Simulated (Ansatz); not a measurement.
# AlAs+ (doublet): wave-function methods side by side at distance Al1–As2 = 3.448 Å, cc-pVDZ

How much of the correlation energy of AlAs+ (doublet) does each wave-function method recover here?

The runs use Ansatz 0.2.0, Gaussian basis; cc-pVDZ, core rule «outside noble gas», up to 19 orbitals frozen.

Plan: UHF; CCSD(T) on ROHF; CCSD(T) on UHF; BCCD(T) on ROHF; CISD; CCSDT(Q) on ROHF; CCSDT(Q) on UHF; CASSCF and MRCISD+Q, 3 electrons in 3 orbitals; CASSCF and NEVPT2, 3 electrons in 3 orbitals; Full CI.

28 further runs of the same task are left out: 8 for a known fault of the program, 13 that didn't finish, 7 set aside as unsound or not needed.

## Step 1: The geometry

The geometry derives from a PBE0/def2-TZVP stationary point (not a proven minimum). One bond is set to the value named and the two fragments are kept rigid. No spin-orbit coupling is included. The filled d shell of As may be among the frozen orbitals whatever the setting's name suggests; the logs give the count.

2 atoms, charge 1, spin multiplicity 2.

Atoms are counted from 1 here; the program's logs count them from 0.

No contacts short enough for the rule that draws bonds.

## Step 2: UHF

Contents of in.yaml:

```yaml
crystal:
  periodic: [false, false, false]
  atoms:
    - {symbol: Al, position_ang: [0.000000, 0.000000, 0.000000]}
    - {symbol: As, position_ang: [0.000000, 0.000000, 3.448000]}
basis:
  gaussian: {orbitals: cc-pVDZ}
total_charge: 1
magnetization: {spin_polarized: true, initial_magnetization: 1}
hamiltonian: {xc: hf}
output: {orbitals: {seedname: orbitals}}
```

Launch:

```sh
ansatz run in.yaml --threads 1 --pin off --events-out ev --progress --plain --max-ram 2393MiB
```

Further steps of the session: CCSD(T) on ROHF; CCSD(T) on UHF; BCCD(T) on ROHF; CISD; CCSDT(Q) on ROHF; CCSDT(Q) on UHF; CASSCF and MRCISD+Q, 3 electrons in 3 orbitals; CASSCF and NEVPT2, 3 electrons in 3 orbitals; Full CI.

**Question.** What will the summary of the whole plan be? Wanted: FCI below the RHF energy; RMP2 from FCI; RCCSD from FCI; RCCSD(T) from FCI; RCCSDT(Q) from FCI; T1 diagnostic; effectively unpaired electrons.

As calculated:

| quantity | value |
| --- | --- |
| FCI below the RHF energy | -3.6092 eV |
| RMP2 from FCI | +1080.4 meV |
| RCCSD from FCI | +139.8 meV |
| RCCSD(T) from FCI | +53.7 meV |
| RCCSDT(Q) from FCI | +2.9 meV |
| levels within 1 kcal/mol (43 meV) | RCCSDT, RCCSDT(Q) |
| T1 diagnostic | 0.021 |
| effectively unpaired electrons | 1.44 |

**Reading.** RCCSD(T) lands +53.7 meV from the yardstick (1.5 % of the correlation energy). The occupations show some static correlation. Coupled cluster took another determinant than the lowest Hartree-Fock one. These misses are within one basis, not against nature.
